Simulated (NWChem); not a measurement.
# [BNH4O2]+ (SMILES [NH2+]B(O)O): levels of theory compared

Aim: a comparison of 3 runs (UHF/STO-3G, UHF/3-21G, UB3LYP/6-31G*) of [BNH4O2]+. 

The calculation is run with NWChem 7.3.0.

### Step 1. The structure to begin with

The species is [BNH4O2]+ (8 atoms), meant as a doublet with charge +1. SMILES: `[NH2+]B(O)O`. Geometry: relaxed at GFN2-xTB. This is one conformer, not always the lowest.

Bond lengths: N1–B2 1.463 Å, B2–O3 1.330 Å, B2–O4 1.344 Å, N1–H5 1.017 Å, N1–H6 1.015 Å, O3–H7 0.961 Å, O4–H8 0.966 Å. Angles: N1–B2–O3 124.2°, N1–B2–O4 112.7°, O3–B2–O4 123.0°, B2–N1–H5 119.2°, B2–N1–H6 126.2°, B2–O3–H7 126.5°, B2–O4–H8 120.6°, H5–N1–H6 114.5°.

### Step 2. Energy and forces at UHF/STO-3G (run 1)

bh4no2.nw

```
start bh4no2
memory stack 880 mb heap 220 mb global 1100 mb
charge 1

geometry noautosym nocenter noautoz
  N    -0.570470    1.019260   -0.132130
  B     0.081700   -0.277950    0.047760
  O     1.375800   -0.500400   -0.162470
  O    -0.769100   -1.234940    0.457390
  H    -1.564340    1.106590    0.063170
  H    -0.122090    1.880450   -0.429380
  H     2.024690    0.141740   -0.461290
  H    -0.456180   -2.134760    0.616960
end

basis spherical bse
  * library STO-3G
end

scf
  doublet
  uhf
  thresh 1e-08
  maxiter 80
end

task scf gradient
```

On the command line:

```sh
$ nwchem bh4no2.nw > bh4no2.out
```

Standard output:

```text
[...]
  functions       =    24
[...]
  wavefunction    = UHF
[...]
         Total SCF energy =   -228.021142111818
      One electron energy =   -537.686904873396
      Two electron energy =    192.922555529273
 Nuclear repulsion energy =    116.743207232305
                       Sz =      0.5000
                 Sz(Sz+1) =      0.7500
                      S^2 =      0.7639
[...]
                         UHF ENERGY GRADIENTS
    atom               coordinates                        gradient
                 x          y          z           x          y          z
   1 N      -1.078032   1.926122  -0.249689    0.016647  -0.026214   0.002935
   2 B       0.154391  -0.525249   0.090253   -0.048356   0.099691  -0.014236
   3 O       2.599885  -0.945619  -0.307024    0.022571   0.019683  -0.009508
   4 O      -1.453388  -2.333698   0.864342    0.011937  -0.045289   0.008510
   5 H      -2.956174   2.091152   0.119374    0.037464  -0.005437  -0.006553
   6 H      -0.230717   3.553535  -0.811411   -0.016115  -0.032548   0.011289
   7 H       3.826109   0.267850  -0.871712   -0.007887  -0.021314   0.006940
   8 H      -0.862055  -4.034111   1.165885   -0.016262   0.011428   0.000624
[...]
```

Wall time 2.1 s (1 thread of AMD EPYC 9R14 (Zen 4), shared host); peak memory 0.099 GiB.

### Step 3. Energy and gradient at UHF/3-21G (run 2)

run.py

```python
from ase import Atoms
from ase.calculators.nwchem import NWChem

mol = Atoms('NBOOHHHH', positions=[
    [-0.570470, 1.019260, -0.132130],
    [0.081700, -0.277950, 0.047760],
    [1.375800, -0.500400, -0.162470],
    [-0.769100, -1.234940, 0.457390],
    [-1.564340, 1.106590, 0.063170],
    [-0.122090, 1.880450, -0.429380],
    [2.024690, 0.141740, -0.461290],
    [-0.456180, -2.134760, 0.616960],
])

calc = NWChem(
    label='test',
    theory='scf',
    memory='2200 mb',
    basis='3-21G',
    basispar='spherical bse',
    charge=1,
    scf={'nopen': '1', 'uhf': None, 'thresh': '1e-08', 'maxiter': '80'},
)
mol.calc = calc

forces = mol.get_forces()
print("Total energy (eV):", round(mol.get_potential_energy(), 6))
print("forces (eV/A):")
for s, f in zip(mol.symbols, forces):
    print(f"{s:2s} {f[0]:10.5f} {f[1]:10.5f} {f[2]:10.5f}")
```

On the command line:

```sh
$ export ASE_NWCHEM_COMMAND="nwchem PREFIX.nwi > PREFIX.nwo"
$ python run.py
```

Standard output:

```text
Total energy (eV): -6252.251733
forces (eV/A):
N    -1.35708    2.72475   -0.34335
B     0.73698   -3.60777    0.72125
O     0.68993    0.58338   -0.29568
O    -0.23356    0.49699   -0.06376
H    -0.27799   -0.06094    0.05672
H     0.08140    0.13087   -0.06407
H     0.44079   -0.13611   -0.05281
H    -0.08048   -0.13118    0.04170
```

The calculator wrote test.nwi:

```
title "test"

permanent_dir test

scratch_dir test

start test

geometry units angstrom nocenter noautosym noautoz
  N  -5.7047000000000003e-01 1.0192600000000001e+00 -1.3213000000000000e-01
  B  8.1699999999999995e-02 -2.7794999999999997e-01 4.7759999999999997e-02
  O  1.3757999999999999e+00 -5.0039999999999996e-01 -1.6247000000000000e-01
  O  -7.6910000000000001e-01 -1.2349399999999999e+00 4.5739000000000002e-01
  H  -1.5643400000000001e+00 1.1065900000000000e+00 6.3170000000000004e-02
  H  -1.2209000000000000e-01 1.8804500000000000e+00 -4.2937999999999998e-01
  H  2.0246900000000001e+00 1.4174000000000000e-01 -4.6128999999999998e-01
  H  -4.5617999999999997e-01 -2.1347600000000000e+00 6.1695999999999995e-01
end

charge 1

memory 2200 mb

basis spherical bse noprint
   * library 3-21G
end

scf
  nopen 1
  uhf
  thresh 1e-08
  maxiter 80
end

task scf gradient
```

test.nwo, cut to the lines that bear on the results:

```text
[...]
      One electron energy =   -538.752709349326
[... 1 line left out ...]
 Nuclear repulsion energy =    116.743207232305
[... 38 lines left out ...]
          Final beta eigenvalues
[... 200 lines left out ...]
                     UHF Final Beta Molecular Orbital Analysis
[...]
  wavefunction    =   UHF
                         UHF ENERGY GRADIENTS
    atom               coordinates                        gradient
                 x          y          z           x          y          z
   1 N      -1.078032   1.926122  -0.249689    0.026391  -0.052988   0.006677
   2 B       0.154391  -0.525249   0.090253   -0.014332   0.070160  -0.014026
   3 O       2.599885  -0.945619  -0.307024   -0.013417  -0.011345   0.005750
[... 4 lines of this table left out ...]
   8 H      -0.862055  -4.034111   1.165885    0.001565   0.002551  -0.000811
[...]
```

Wall time 2.5 s (1 thread of AMD EPYC 9R14 (Zen 4), shared host); peak memory 0.098 GiB.

### Step 4. Energy and forces at UB3LYP/6-31G(d) (Cartesian functions) (run 3)

mymol.xyz

```xyz
8

N     -0.570470     1.019260    -0.132130
B      0.081700    -0.277950     0.047760
O      1.375800    -0.500400    -0.162470
O     -0.769100    -1.234940     0.457390
H     -1.564340     1.106590     0.063170
H     -0.122090     1.880450    -0.429380
H      2.024690     0.141740    -0.461290
H     -0.456180    -2.134760     0.616960
```

run.py

```python
from ase.io import read
from ase.calculators.nwchem import NWChem

mol = read('mymol.xyz')

calc = NWChem(
    label='mymol',
    theory='dft',
    memory='2200 mb',
    basis='6-31G*',
    charge=1,
    dft={'xc': 'b3lyp', 'mult': '2', 'grid': 'xfine', 'convergence': 'energy 1e-08', 'iterations': '100', 'mulliken': None},
)
mol.calc = calc

forces = mol.get_forces()
print("Total energy (eV):", round(mol.get_potential_energy(), 6))
print("forces (eV/A):")
for s, f in zip(mol.symbols, forces):
    print(f"{s:2s} {f[0]:10.5f} {f[1]:10.5f} {f[2]:10.5f}")
```

On the command line:

```sh
$ export ASE_NWCHEM_COMMAND="nwchem PREFIX.nwi > PREFIX.nwo"
$ python run.py
```

Standard output:

```text
Total energy (eV): -6319.607301
forces (eV/A):
N    -0.54410    0.63954   -0.02185
B     0.99147   -1.61866    0.18183
O     0.27650   -0.21767   -0.00504
O    -0.93095    0.65512    0.03821
H    -0.48650    0.10315    0.06844
H     0.18193    0.35625   -0.13287
H     0.16255    0.32473   -0.11241
H     0.34905   -0.24251   -0.01635
```

The calculator wrote mymol.nwi:

```
title "mymol"

permanent_dir mymol

scratch_dir mymol

start mymol

geometry units angstrom nocenter noautosym noautoz
  N  -5.7047000000000003e-01 1.0192600000000001e+00 -1.3213000000000000e-01
  B  8.1699999999999995e-02 -2.7794999999999997e-01 4.7759999999999997e-02
  O  1.3757999999999999e+00 -5.0039999999999996e-01 -1.6247000000000000e-01
  O  -7.6910000000000001e-01 -1.2349399999999999e+00 4.5739000000000002e-01
  H  -1.5643400000000001e+00 1.1065900000000000e+00 6.3170000000000004e-02
  H  -1.2209000000000000e-01 1.8804500000000000e+00 -4.2937999999999998e-01
  H  2.0246900000000001e+00 1.4174000000000000e-01 -4.6128999999999998e-01
  H  -4.5617999999999997e-01 -2.1347600000000000e+00 6.1695999999999995e-01
end

charge 1

memory 2200 mb

basis noprint
   * library 6-31G*
end

dft
  xc b3lyp
  mult 2
  grid xfine
  convergence energy 1e-08
  iterations 100
  mulliken
end

task dft gradient
```

mymol.nwo, cut to the lines that bear on the results:

```text
[...]
      One electron energy =     -540.822170088008
[... 2 lines left out ...]
 Nuclear repulsion energy =      116.743207232305
[... 1080 lines left out ...]
          Convergence on energy requested:  1.00D-08
[... 25 lines left out ...]
          Spatial weights used:  Erf1
[...]
  wavefunction    = open shell
                         DFT ENERGY GRADIENTS
    atom               coordinates                        gradient
                 x          y          z           x          y          z
   1 N      -1.078032   1.926122  -0.249689    0.010581  -0.012437   0.000425
   2 B       0.154391  -0.525249   0.090253   -0.019281   0.031478  -0.003536
   3 O       2.599885  -0.945619  -0.307024   -0.005377   0.004233   0.000098
[... 4 lines of this table left out ...]
   8 H      -0.862055  -4.034111   1.165885   -0.006788   0.004716   0.000318
[...]
```

Run time: 38 s. Hardware: 1 thread of AMD EPYC 9R14 (Zen 4), shared host; peak memory 0.14 GiB.

### Step 5. The series

| run | level | Cartesian functions | iteration cap | energy (Eh) | HOMO energy (eV) | LUMO energy (eV) | ⟨S²⟩ | wall time |
| --- | --- | --- | --- | --- | --- | --- | --- | --- |
| 1 | UHF/STO-3G | no | 80 | -228.021142 | -15.66 | -4.10 | 0.764 | 2.1 s |
| 2 | UHF/3-21G | no | 80 | -229.766015 | -18.49 | -6.43 | 0.759 | 2.5 s |
| 3 | UB3LYP/6-31G* (Cartesian functions) | yes | 100 | -232.241287 | -14.43 | -12.26 | 0.756 | 38 s |

### Step 6. What came out

```
                                 quantity          value
                      run 3: total energy  -232.24129 Eh
run 3: HOMO energy (highest over α and β)      -14.43 eV
 run 3: LUMO energy (lowest over α and β)      -12.26 eV
                              run 3: ⟨S²⟩          0.756
          run 3: largest force on an atom     1.907 eV/Å
```

In run 1 the basis is minimal, so the values are rough. All runs together took 42 s, the longest 38 s.
